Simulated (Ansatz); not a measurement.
# Al: the cost of one run

Computed with Ansatz 0.2.0 (DFT PBEsol, scalar-relativistic, plane waves, PAW, unless a step's input says otherwise).

## 1. The starting structure

It takes space group R-3m (No. 166, trigonal). Conventional cell: a = 3.500 Å, b = 3.500 Å, c = 9.736 Å, α = 90.00°, β = 90.00°, γ = 120.00°. Al (site symmetry 3m) has 3 Al at 2.34 Å as nearest neighbours.

Structure file:

```
CELL_PARAMETERS angstrom
1.75010 1.01042 3.24535
-1.75010 1.01042 3.24535
0.00000 -2.02084 3.24535
ATOMIC_POSITIONS crystal
Al 0.22754 0.22754 0.22754
Al 0.77246 0.77246 0.77246
```

This is candidate A: grey arsenic (A7) type (R-3m, No. 166).

(A quick probe on a coarse mesh, which set the mesh and smearing, is not shown.)

## 3. Rough relaxation on the coarse mesh (candidate A)

input.yaml reads:

```yaml
crystal:
  lattice:
    - [1.7501021552, 1.0104219504, 3.2453546216]
    - [-1.7501021552, 1.0104219504, 3.2453546216]
    - [0.0, -2.0208439008, 3.2453546216]
  atoms:
    - { symbol: Al, position: [0.22754, 0.22754, 0.22754] }
    - { symbol: Al, position: [0.77246, 0.77246, 0.77246] }
basis:
  ecutwfc: 420
kpoints:
  mp_grid: { grid: [6, 6, 6] }
hamiltonian:
  xc: pbesol
scf:
  occupations: { method: gaussian, width: 0.1 }
  lower_state_search: "off"
output:
  forces: true
  stress: true
  eigenvalues: true
relax:
  adjacent_minimum: "off"
  f_tol: 0.04
  max_steps: 70
  cell: { stress_tol: 0.4 }
```

Q: Estimate wall time and peak memory on 1 thread of an x86-64 CPU, shared host.

About 5.7 s, with a peak of 0.33 GiB.
